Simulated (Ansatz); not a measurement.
Crystal: TaWC2.

```
W Ta C
1.0
     1.57186    0.90751    5.10162
    -1.57186    0.90751    5.10162
     0.00000   -1.81502    5.10162
W Ta C
1 1 2
Direct
  0.00000 0.00000 0.00000
  0.50000 0.50000 0.50000
  0.25093 0.25093 0.25093
  0.74907 0.74907 0.74907
```

The cell comes from a database or a generator and needn't be the stable form of this composition.

Base run:

```yaml
Program: Ansatz 0.2.0
Functional: LDA
Potentials_or_basis: Ansatz PAW
Cutoff: "420 eV (not typed: the program's choice for these potentials)"
k_mesh: 7 × 7 × 7
Occupations: fermi-dirac, width 0.05 eV
Spin: no spin polarisation
```

Its results: band gap on the k mesh none (metal or under the smearing width); pressure -16.6 GPa; largest force 0.056 eV/Å.

Q: The run is repeated on the same cell with these changes: functional from LDA to PBE. What comes out?

A: Band gap on the k mesh none (metal or under the smearing width); pressure -2.5 GPa; largest force 0.031 eV/Å.

PBE binds less tightly than LDA, so the same cell stands under more pressure.

Caveats: spin-orbit coupling is left out, which moves the levels of the heavy elements (some runs); the PAW data sets come from PBE, with cores solved anew for the run's functional, which leaves a small shift of forces and pressure (some runs).
